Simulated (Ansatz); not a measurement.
# H6InNO3: the cost of one run

Computed with Ansatz 0.2.0, Gaussian basis. Level: the settings change from run to run.

1 further run of the same task is left out (for a known fault of the program). Runs told in other sessions of the task aren't counted.

## (1) The geometry

An earlier PBE0-D4 in a triple-zeta def2 set relaxation fixed the geometry. In takes a core potential in def2 sets; no spin-orbit term is included.

SMILES `[NH3+][In-]([OH])([OH])[OH]`, 11 atoms, charge 0, spin multiplicity 1.

Atoms are counted from 1 here; the program's logs count them from 0.

Bond lengths: N1–In2 2.302 Å, N1–H6 1.014 Å, N1–H7 1.014 Å, N1–H8 1.014 Å, In2–O3 2.001 Å, In2–O4 2.001 Å, In2–O5 2.001 Å, O3–H9 0.959 Å, O4–H10 0.959 Å, O5–H11 0.959 Å. Angles: In2–N1–H6 109.9°, In2–N1–H7 110.0°, In2–N1–H8 110.0°, H6–N1–H7 109.0°, H6–N1–H8 109.0°, H7–N1–H8 109.0°, N1–In2–O3 96.2°, N1–In2–O4 96.1°, N1–In2–O5 96.3°, O3–In2–O4 118.8°, O3–In2–O5 118.8°, O4–In2–O5 118.9°, In2–O3–H9 112.3°, In2–O4–H10 112.3°, In2–O5–H11 112.3°.

Coordinates:

```tsv
atom	x (Å)	y (Å)	z (Å)
N1	-1.41109	0.56487	0.53338
In2	0.60570	-0.24745	-0.22362
O3	1.18970	-1.03907	1.51930
O4	1.35392	1.52408	-0.77820
O5	-0.15704	-1.45549	-1.62507
H6	-1.43575	1.57348	0.43337
H7	-1.53521	0.32709	1.51108
H8	-2.17073	0.16143	-0.00331
H9	2.00366	-0.64738	1.84242
H10	1.55541	1.55728	-1.71556
H11	0.06683	-2.37594	-1.47328
```

## (2) r2SCAN0/ANO-RCC-VTZP

Options: coordinates scaled by 0.92.

Contents of in.yaml:

```yaml
crystal:
  periodic: [false, false, false]
  atoms:
    - {symbol: N, position_ang: [-1.298204, 0.519683, 0.490707]}
    - {symbol: In, position_ang: [0.557244, -0.227656, -0.205735]}
    - {symbol: O, position_ang: [1.094522, -0.955948, 1.397751]}
    - {symbol: O, position_ang: [1.245608, 1.402150, -0.715941]}
    - {symbol: O, position_ang: [-0.144476, -1.339051, -1.495062]}
    - {symbol: H, position_ang: [-1.320890, 1.447602, 0.398700]}
    - {symbol: H, position_ang: [-1.412392, 0.300922, 1.390197]}
    - {symbol: H, position_ang: [-1.997070, 0.148519, -0.003050]}
    - {symbol: H, position_ang: [1.843368, -0.595588, 1.695030]}
    - {symbol: H, position_ang: [1.430976, 1.432700, -1.578319]}
    - {symbol: H, position_ang: [0.061481, -2.185866, -1.355420]}
basis:
  gaussian: {orbitals: ANO-RCC-VTZP}
hamiltonian: {xc: {name: r2SCAN0}}
```

Command:

```console
> ansatz run in.yaml --threads 4 --pin off --events-out ev --progress --plain --max-ram 10444MiB
```

What time and memory should one allow on 4 threads of Intel Xeon 6975P-C, shared host?

About 7.5 s, with a peak of 0.97 GiB.
